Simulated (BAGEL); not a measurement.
# One shape, several levels: triplet Si2H2OF2

Wanted: a comparison of 5 runs (UHF/3-21G, ROHF/6-31G*, UHF/6-31G*, ROHF/def2-SVP, UHF/def2-SVP) of triplet Si2H2OF2. 

The results are computed with BAGEL 1.2.2.

## Step 1: The system as given

Si2H2OF2 has 7 atoms, charge 0, and is taken as a triplet. As SMILES of the parent species, `F[Si]1(F)O[SiH2]1`. Geometry: relaxed at PBE0-D4/def2-TZVP. That shape belongs to the parent species and isn't relaxed for this state.

Bond lengths: F1–Si2 1.578 Å, Si2–F3 1.578 Å, Si2–O4 1.648 Å, Si2–Si5 2.174 Å, O4–Si5 1.718 Å, Si5–H6 1.482 Å, Si5–H7 1.482 Å. Some angles: F1–Si2–F3 105.1°, F1–Si2–O4 114.7°, F1–Si2–Si5 127.3°, F3–Si2–O4 114.7°, F3–Si2–Si5 127.3°, O4–Si2–Si5 51.2°, Si2–O4–Si5 80.4°, Si2–Si5–O4 48.4°, Si2–Si5–H6 124.7°, Si2–Si5–H7 124.7°.

## Step 2: A single-point energy at UHF/3-21G (density fitting with qzvpp-jkfit) (run 1)

calc.json

```json
{ "bagel" : [

{
  "title" : "molecule",
  "basis" : "3-21g",
  "df_basis" : "qzvpp-jkfit",
  "angstrom" : true,
  "geometry" : [
    { "atom" : "F", "xyz" : [       0.424200,      -1.612100,       1.693800 ] },
    { "atom" : "Si", "xyz" : [       0.037900,      -1.026000,       0.280100 ] },
    { "atom" : "F", "xyz" : [      -0.194200,      -2.288000,      -0.639100 ] },
    { "atom" : "O", "xyz" : [       1.103500,       0.077900,      -0.322100 ] },
    { "atom" : "Si", "xyz" : [      -0.304800,       1.058600,      -0.232800 ] },
    { "atom" : "H", "xyz" : [      -0.202300,       2.188800,       0.720000 ] },
    { "atom" : "H", "xyz" : [      -0.802800,       1.532800,      -1.545500 ] }
  ]
},

{
  "title" : "uhf",
  "nopen" : 2
},

{
  "title" : "print",
  "file" : "orbitals.molden",
  "orbitals" : true
}

]}
```

The run is started by

```console
$ BAGEL_NUM_THREADS=1 BAGEL calc.json > calc.out
```

The program printed:

```text
* using 1 threads per process

  ===============================================================
  ===============================================================

  *** Geometry ***

  { "atom" : "F", "xyz" : [      0.801622,     -3.046427,      3.200818 ] },
  { "atom" : "Si", "xyz" : [      0.071621,     -1.938859,      0.529312 ] },
  { "atom" : "F", "xyz" : [     -0.366985,     -4.323693,     -1.207724 ] },
  { "atom" : "O", "xyz" : [      2.085313,      0.147210,     -0.608681 ] },
  { "atom" : "Si", "xyz" : [     -0.575989,      2.000464,     -0.439928 ] },
  { "atom" : "H", "xyz" : [     -0.382292,      4.136233,      1.360603 ] },
  { "atom" : "H", "xyz" : [     -1.517072,      2.896572,     -2.920572 ] },

  Number of auxiliary basis functions:      523

  Since a DF basis is specified, we compute 2- and 3-index integrals:
    o Being stored without compression. Storage requirement is 0.014 GB

  Number of basis functions:       57
  Number of electrons      :       56

    * METHOD: MOLECULE                             0.15

  *** Open-shell HF ***

  === Nuclear Repulsion ===
   309.6765264410

      * DIIS with orbital gradients will be used.

  === UHF iteration (3-21g) ===
      0       -847.89512896          0.05733560           0.08
      1       -848.06832658          0.04230133           0.07
      2       -848.13206338          0.02873427           0.07
      3       -848.18277380          0.00246744           0.07
      4       -848.18459323          0.00118433           0.08
      5       -848.18595096          0.00060110           0.08
      6       -848.18637160          0.00020536           0.08
      7       -848.18642722          0.00007943           0.08
      8       -848.18643366          0.00003194           0.08
      9       -848.18643435          0.00001469           0.08
     10       -848.18643450          0.00000884           0.08
     11       -848.18643456          0.00000603           0.08
     12       -848.18643462          0.00000368           0.08
     13       -848.18643463          0.00000204           0.08
     14       -848.18643463          0.00000111           0.08
     15       -848.18643464          0.00000049           0.08
     16       -848.18643464          0.00000027           0.08
     17       -848.18643464          0.00000017           0.08
     18       -848.18643464          0.00000007           0.08
     19       -848.18643464          0.00000003           0.07
     20       -848.18643464          0.00000002           0.07
     21       -848.18643464          0.00000001           0.08
     22       -848.18643464          0.00000000           0.08
    * SCF iteration converged.

    * S^2 (UHF) is 2.0204

    * Permanent dipole moment:
           (    0.516767,    -0.770643,     0.086147) a.u.

    * METHOD: UHF                                  1.86

    * METHOD: PRINT                                0.00

  ===============================================================
```

Wall time 2.1 s (1 thread of Intel Xeon 6975P-C (Granite Rapids), shared host); peak memory 0.1 GiB.

## Step 3: A single-point energy at ROHF/6-31G(d) (density fitting with qzvpp-jkfit, spherical functions) (run 2)

input.json

```json
{ "bagel" : [

{
  "title" : "molecule",
  "basis" : "6-31gs.json",
  "df_basis" : "qzvpp-jkfit",
  "angstrom" : true,
  "geometry" : [
    { "atom" : "F", "xyz" : [       0.424200,      -1.612100,       1.693800 ] },
    { "atom" : "Si", "xyz" : [       0.037900,      -1.026000,       0.280100 ] },
    { "atom" : "F", "xyz" : [      -0.194200,      -2.288000,      -0.639100 ] },
    { "atom" : "O", "xyz" : [       1.103500,       0.077900,      -0.322100 ] },
    { "atom" : "Si", "xyz" : [      -0.304800,       1.058600,      -0.232800 ] },
    { "atom" : "H", "xyz" : [      -0.202300,       2.188800,       0.720000 ] },
    { "atom" : "H", "xyz" : [      -0.802800,       1.532800,      -1.545500 ] }
  ]
},

{
  "title" : "rohf",
  "nopen" : 2
},

{
  "title" : "print",
  "file" : "orbitals.molden",
  "orbitals" : true
}

]}
```

The basis set 6-31G* is read from a file made from the Basis Set Exchange's data (not shown).

The run is started by

```console
$ BAGEL_NUM_THREADS=1 BAGEL input.json > input.out
```

The program printed:

```text
* using 1 threads per process

  ===============================================================
  ===============================================================

  *** Geometry ***

  { "atom" : "F", "xyz" : [      0.801622,     -3.046427,      3.200818 ] },
  { "atom" : "Si", "xyz" : [      0.071621,     -1.938859,      0.529312 ] },
  { "atom" : "F", "xyz" : [     -0.366985,     -4.323693,     -1.207724 ] },
  { "atom" : "O", "xyz" : [      2.085313,      0.147210,     -0.608681 ] },
  { "atom" : "Si", "xyz" : [     -0.575989,      2.000464,     -0.439928 ] },
  { "atom" : "H", "xyz" : [     -0.382292,      4.136233,      1.360603 ] },
  { "atom" : "H", "xyz" : [     -1.517072,      2.896572,     -2.920572 ] },

  Number of auxiliary basis functions:      523

  Since a DF basis is specified, we compute 2- and 3-index integrals:
    o Being stored without compression. Storage requirement is 0.028 GB

  Number of basis functions:       82
  Number of electrons      :       56

    * METHOD: MOLECULE                             0.21

  *** Open-shell HF ***

  === Nuclear Repulsion ===
   309.6765264410

      * DIIS with orbital gradients will be used.

  === ROHF iteration (6-31gs.json) ===
      0       -852.32455720          0.05145452           0.13
      1       -852.50268474          0.04270295           0.12
      2       -852.60053207          0.03096571           0.13
      3       -852.72038862          0.00257673           0.12
      4       -852.72280606          0.00130575           0.13
      5       -852.72442950          0.00068365           0.13
      6       -852.72523273          0.00036716           0.13
      7       -852.72558265          0.00019072           0.13
      8       -852.72571628          0.00008243           0.13
      9       -852.72576561          0.00003839           0.12
     10       -852.72577668          0.00001910           0.13
     11       -852.72577856          0.00001067           0.12
     12       -852.72577916          0.00000484           0.13
     13       -852.72577905          0.00000180           0.13
     14       -852.72577914          0.00000112           0.13
     15       -852.72577914          0.00000057           0.12
     16       -852.72577918          0.00000036           0.12
     17       -852.72577919          0.00000019           0.12
     18       -852.72577922          0.00000010           0.13
     19       -852.72577924          0.00000006           0.12
     20       -852.72577925          0.00000004           0.12
     21       -852.72577925          0.00000002           0.12
     22       -852.72577925          0.00000001           0.13
    * SCF iteration converged.

    * S^2 (ROHF) is 2.0000

    * Permanent dipole moment:
           (    0.409330,    -0.495774,     0.034985) a.u.

    * METHOD: ROHF                                 3.03

    * METHOD: PRINT                                0.01

  ===============================================================
```

It took 3.6 s on 1 thread of Intel Xeon 6975P-C (Granite Rapids), shared host; peak memory 0.14 GiB.

## Step 4: The energy at UHF/6-31G(d) (density fitting with qzvpp-jkfit, spherical functions) (run 3)

calc.json

```json
{ "bagel": [

{
  "title": "molecule",
  "basis": "6-31gs.json",
  "df_basis": "qzvpp-jkfit",
  "angstrom": true,
  "geometry": [
    { "atom": "F", "xyz": [       0.424200,      -1.612100,       1.693800 ] },
    { "atom": "Si", "xyz": [       0.037900,      -1.026000,       0.280100 ] },
    { "atom": "F", "xyz": [      -0.194200,      -2.288000,      -0.639100 ] },
    { "atom": "O", "xyz": [       1.103500,       0.077900,      -0.322100 ] },
    { "atom": "Si", "xyz": [      -0.304800,       1.058600,      -0.232800 ] },
    { "atom": "H", "xyz": [      -0.202300,       2.188800,       0.720000 ] },
    { "atom": "H", "xyz": [      -0.802800,       1.532800,      -1.545500 ] }
  ]
},

{
  "title": "uhf",
  "nopen": 2
},

{
  "title": "print",
  "file": "orbitals.molden",
  "orbitals": true
}

]}
```

The basis set 6-31G* is read from a file made from the Basis Set Exchange's data (not shown).

The run is started by

```console
$ BAGEL_NUM_THREADS=1 BAGEL calc.json > calc.out
```

The program printed:

```text
* using 1 threads per process

  ===============================================================
  ===============================================================

  *** Geometry ***

  { "atom" : "F", "xyz" : [      0.801622,     -3.046427,      3.200818 ] },
  { "atom" : "Si", "xyz" : [      0.071621,     -1.938859,      0.529312 ] },
  { "atom" : "F", "xyz" : [     -0.366985,     -4.323693,     -1.207724 ] },
  { "atom" : "O", "xyz" : [      2.085313,      0.147210,     -0.608681 ] },
  { "atom" : "Si", "xyz" : [     -0.575989,      2.000464,     -0.439928 ] },
  { "atom" : "H", "xyz" : [     -0.382292,      4.136233,      1.360603 ] },
  { "atom" : "H", "xyz" : [     -1.517072,      2.896572,     -2.920572 ] },

  Number of auxiliary basis functions:      523

  Since a DF basis is specified, we compute 2- and 3-index integrals:
    o Being stored without compression. Storage requirement is 0.028 GB

  Number of basis functions:       82
  Number of electrons      :       56

    * METHOD: MOLECULE                             0.21

  *** Open-shell HF ***

  === Nuclear Repulsion ===
   309.6765264410

      * DIIS with orbital gradients will be used.

  === UHF iteration (6-31gs.json) ===
      0       -852.32455720          0.05145452           0.14
      1       -852.51265227          0.04219629           0.12
      2       -852.61450325          0.03010081           0.12
      3       -852.72618816          0.00219576           0.13
      4       -852.72872740          0.00114735           0.13
      5       -852.73005277          0.00051940           0.13
      6       -852.73056145          0.00024727           0.13
      7       -852.73072573          0.00014540           0.12
      8       -852.73079675          0.00007561           0.13
      9       -852.73081816          0.00003807           0.13
[... 12 lines of this table left out ...]
     22       -852.73082406          0.00000004           0.12
     23       -852.73082406          0.00000002           0.12
     24       -852.73082406          0.00000002           0.13
     25       -852.73082406          0.00000001           0.13
    * SCF iteration converged.

    * S^2 (UHF) is 2.0161

    * Permanent dipole moment:
           (    0.368258,    -0.457028,     0.034651) a.u.

    * METHOD: UHF                                  3.42

    * METHOD: PRINT                                0.01

  ===============================================================
```

Wall time 3.9 s (1 thread of Intel Xeon 6975P-C (Granite Rapids), shared host); peak memory 0.14 GiB.

Run 4 isn't shown in full; the table further down has it.

## Step 5: The energy at UHF/def2-SVP (density fitting with qzvpp-jkfit) (run 5)

calc.json

```json
{ "bagel" : [

{
  "title" : "molecule",
  "basis" : "svp",
  "df_basis" : "qzvpp-jkfit",
  "angstrom" : true,
  "geometry" : [
    { "atom" : "F", "xyz" : [       0.424200,      -1.612100,       1.693800 ] },
    { "atom" : "Si", "xyz" : [       0.037900,      -1.026000,       0.280100 ] },
    { "atom" : "F", "xyz" : [      -0.194200,      -2.288000,      -0.639100 ] },
    { "atom" : "O", "xyz" : [       1.103500,       0.077900,      -0.322100 ] },
    { "atom" : "Si", "xyz" : [      -0.304800,       1.058600,      -0.232800 ] },
    { "atom" : "H", "xyz" : [      -0.202300,       2.188800,       0.720000 ] },
    { "atom" : "H", "xyz" : [      -0.802800,       1.532800,      -1.545500 ] }
  ]
},

{
  "title" : "uhf",
  "nopen" : 2
},

{
  "title" : "print",
  "file" : "orbitals.molden",
  "orbitals" : true
}

]}
```

The run is started by

```console
$ BAGEL_NUM_THREADS=1 BAGEL calc.json > calc.out
```

The program printed:

```text
* using 1 threads per process

  ===============================================================
  ===============================================================

  *** Geometry ***

  { "atom" : "F", "xyz" : [      0.801622,     -3.046427,      3.200818 ] },
  { "atom" : "Si", "xyz" : [      0.071621,     -1.938859,      0.529312 ] },
  { "atom" : "F", "xyz" : [     -0.366985,     -4.323693,     -1.207724 ] },
  { "atom" : "O", "xyz" : [      2.085313,      0.147210,     -0.608681 ] },
  { "atom" : "Si", "xyz" : [     -0.575989,      2.000464,     -0.439928 ] },
  { "atom" : "H", "xyz" : [     -0.382292,      4.136233,      1.360603 ] },
  { "atom" : "H", "xyz" : [     -1.517072,      2.896572,     -2.920572 ] },

  Number of auxiliary basis functions:      523

  Since a DF basis is specified, we compute 2- and 3-index integrals:
    o Being stored without compression. Storage requirement is 0.032 GB

  Number of basis functions:       88
  Number of electrons      :       56

    * METHOD: MOLECULE                             0.19

  *** Open-shell HF ***

  === Nuclear Repulsion ===
   309.6765264410

      * DIIS with orbital gradients will be used.

  === UHF iteration (svp) ===
      0       -851.96838408          0.04606379           0.13
      1       -852.15086720          0.03732023           0.14
      2       -852.24526730          0.02645105           0.14
      3       -852.34449808          0.00204624           0.13
      4       -852.34681952          0.00104822           0.13
      5       -852.34805441          0.00045762           0.14
      6       -852.34847623          0.00021332           0.13
      7       -852.34860565          0.00012894           0.14
      8       -852.34866488          0.00006774           0.14
      9       -852.34868254          0.00003473           0.13
[... 12 lines of this table left out ...]
     22       -852.34868735          0.00000003           0.14
     23       -852.34868735          0.00000002           0.14
     24       -852.34868735          0.00000001           0.15
     25       -852.34868735          0.00000001           0.13
    * SCF iteration converged.

    * S^2 (UHF) is 2.0161

    * Permanent dipole moment:
           (    0.323250,    -0.511909,     0.062492) a.u.

    * METHOD: UHF                                  3.74

    * METHOD: PRINT                                0.01

  ===============================================================
```

Run time: 4.2 s. Hardware: 1 thread of Intel Xeon 6975P-C (Granite Rapids), shared host; peak memory 0.14 GiB.

## Step 6: All runs side by side

```tsv
run	level	energy (Eh)	dipole moment (D)	⟨S²⟩	wall time
1	UHF/3-21G (density fitting with qzvpp-jkfit)	-848.186435	2.37	2.020	2.1 s
2	ROHF/6-31G* (density fitting with qzvpp-jkfit, spherical functions)	-852.725779	1.64	2.000	3.6 s
3	UHF/6-31G* (density fitting with qzvpp-jkfit, spherical functions)	-852.730824	1.49	2.016	3.9 s
4	ROHF/def2-SVP (density fitting with qzvpp-jkfit)	-852.343646	1.68	2.000	3.9 s
5	UHF/def2-SVP (density fitting with qzvpp-jkfit)	-852.348687	1.55	2.016	4.2 s
```

## Step 7: What came out

| quantity | value |
| --- | --- |
| run 5: total energy | -852.34869 Eh |
| run 5: dipole moment | 1.55 D |
| run 5: ⟨S²⟩ | 2.016 |

In words: The dipole moment (its size) runs from 1.49 D (UHF/6-31G*) to 2.37 D (UHF/3-21G). All runs together took 18 s, the longest 4.2 s.
